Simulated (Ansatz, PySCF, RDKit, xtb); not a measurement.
# SnNHO: from the formula to a structure

Only the formula SnNHO is given. Aim: find the structure of lowest free energy at 400 K, then its properties.

The funnel: GFN2-xTB relaxations, single points with a density functional, relaxations at PBE0-D3(BJ)/def2-SVP, harmonic vibrations, and a last energy at a higher level. All values are calculated.

6 further runs of the same task are left out: 6 set aside as unsound or not needed.

**1. Candidates**

All bonding patterns within simple valence rules are listed by program: one Lewis structure each, at most two rings and one unusual centre or charged pair. O–O, O–halogen and N–halogen bonds and N–N–N chains are not drawn. That gives 11 candidates.

```csv
label,SMILES,spin
c137,O[N]=[Sn],singlet
c435,O[N]=[Sn],triplet
c464,[O-][NH+]=[Sn],triplet
c474,[NH]=[Sn]=[O],singlet
c518,[O-][N+]#[SnH],singlet
c617,[O-][NH+]=[Sn],singlet
c710,[NH]1[O][Sn]1,triplet
c817,[N]1=[SnH][O]1,singlet
c862,[N]#[Sn][OH],singlet
c868,[N]1=[Sn-][OH+]1,singlet
c883,[NH]1[O][Sn]1,singlet
```

Candidates are built by distance geometry, with a force field where one applies, in up to four conformers (letters a to d). 6 starts with atoms placed at random are added, to find patterns that the rules miss.

**Question.** With final energies at CCSD(T)/def2-TZVPP, which structure will this search put lowest in free energy, and by what margin?

| quantity | value |
| --- | --- |
| lowest structure found | [NH]1[O][Sn]1, singlet, C1 |
| next finalist | O[N]=[Sn], singlet, 9.0 kcal/mol higher in G |
| share at equilibrium, among the finalists | 100.0 % |
| harmonic wavenumbers, lowest and highest (PBE0-D3(BJ)/def2-SVP) | 448 and 3367 cm⁻¹ |
| rotational constants, same geometry | 0.9436, 0.1787, 0.1526 cm⁻¹ |
| dipole moment (PBE0/def2-TZVPD) | 4.14 D |
| HOMO energy (PBE0/def2-TZVPD) | -6.03 eV |
| LUMO energy (PBE0/def2-TZVPD) | -2.80 eV |
| HOMO–LUMO gap (PBE0/def2-TZVPD) | 3.23 eV |
| lowest excitation (TD-CAM-B3LYP/def2-SVPD) | 2.00 eV (f = 0.000) |
| strongest of the states computed, same level | 5.02 eV (f = 0.070) |
| lowest triplet excitation, same level, Tamm-Dancoff | 1.65 eV |
| vertical ionisation energy | 8.04 eV |
| vertical electron affinity | 1.00 eV |
| vertical triplet less singlet | +1.40 eV |

The lowest structure found is `[NH]1[O][Sn]1`. Among the finalists first place is clear (9.0 kcal/mol); structures outside the list aren't covered. HF/STO-3G, r2SCAN-D4/def2-SVP, PBE0-D3(BJ)/def2-SVP and MP2/def2-TZVPP already put its bonding pattern lowest among the structures in one piece; HF/def2-TZVPP favours the triplet [NH]1[O][Sn]1. A large T1 diagnostic among the finalists warns that one reference determinant may not suffice. It concerns: the winner; the finalist O[N]=[Sn] (singlet). Spin-orbit coupling, which matters for elements this heavy, is left out. The search is not exhaustive (a finite list of starts, one conformer a finalist), so a lower isomer can't be ruled out.
